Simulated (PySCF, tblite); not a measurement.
# C5H2F3O radical: geometry, infrared bands and EPR parameters

Aim: predict the infrared bands and EPR parameters of C5H2F3O radical (`[CH2]C#CC(=O)C(F)(F)F`).

Computed with tblite 0.8.0 and PySCF 2.14.0, with density-fitted response routines of our own, on a single molecule in the gas phase. Atoms count from 0, in the outputs and in this text.

## Step 1: The molecule as given

11 atoms, charge 0, multiplicity 2; geometry from: force field or distance geometry start.

Bonds of the start (Å): C0–C1 1.40, C1–C2 1.21, C2–C3 1.44, C3–O4 1.23, C3–C5 1.51, C5–F6 1.36, C5–F7 1.37, C5–F8 1.36, C0–H9 1.09, C0–H10 1.09.

## Step 2: Relaxing the molecule with GFN2-xTB

The job: settings as JSON, then the geometry in Å.

```
{"job": {"kind": "relax", "xc": "GFN2-xTB", "basis": "xTB"}, "charge": 0, "multiplicity": 2}
C     -2.836000     0.418300     0.359800
C     -1.519700    -0.008500     0.140800
C     -0.377500    -0.386700    -0.025200
C      0.975400    -0.818900    -0.251500
O      1.163300    -1.917000    -0.769900
C      2.048400     0.131400     0.227700
F      1.971700     0.388700     1.564500
F      3.323600    -0.320200     0.013200
F      1.980700     1.342800    -0.386000
H     -3.680300    -0.202800     0.057000
H     -3.044300     1.375700     0.828500
```

On the command line:

```bash
$ OMP_NUM_THREADS=1 python probes_run.py task.json out
```

One launch serves the whole session: the jobs run in the order shown.

**Question.** This job is followed by: GFN2-xTB harmonic vibrations, gas phase; UKS B3LYP, pcH-1 on C F H O, non-relativistic, mean-field spin-orbit, GIAO. Predict these results of the whole session: strongest single infrared mode (GFN2-xTB); zero-point energy (GFN2-xTB); g(iso) (B3LYP); ⟨S²⟩; largest a(iso) (averaged by class); surface potential, 1st and 99th percentile.

**Answer**, as computed:

| quantity | value |
| --- | --- |
| strongest single infrared mode (GFN2-xTB) | 1695 cm⁻¹, 446 km/mol |
| zero-point energy (GFN2-xTB) | 34.0 kcal/mol |
| g(iso) (B3LYP) | 2.00395 |
| ⟨S²⟩ | 0.778 (exact 0.75) |
| largest a(iso) (averaged by class) | 13C on C1, -59.5 MHz |
| surface potential, 1st and 99th percentile | -1.29 V and 1.68 V |

In words: Over 40 steps the energy fell by 0.271 eV; of the close pairs, C0–C1 changed most, 1.401 to 1.335 Å. All 27 modes are real, so the xTB geometry is a minimum. The strongest single mode, at 1695 cm⁻¹, moves mainly C3 and O4. GFN2-xTB is a fitted tight-binding method: band positions and strengths are rough. Its intensities can rank the bands wrongly. The largest spin populations lie on C0 (0.67 e), C2 (0.49 e). The isotropic g lies 1.6 ppt above the free-electron value.
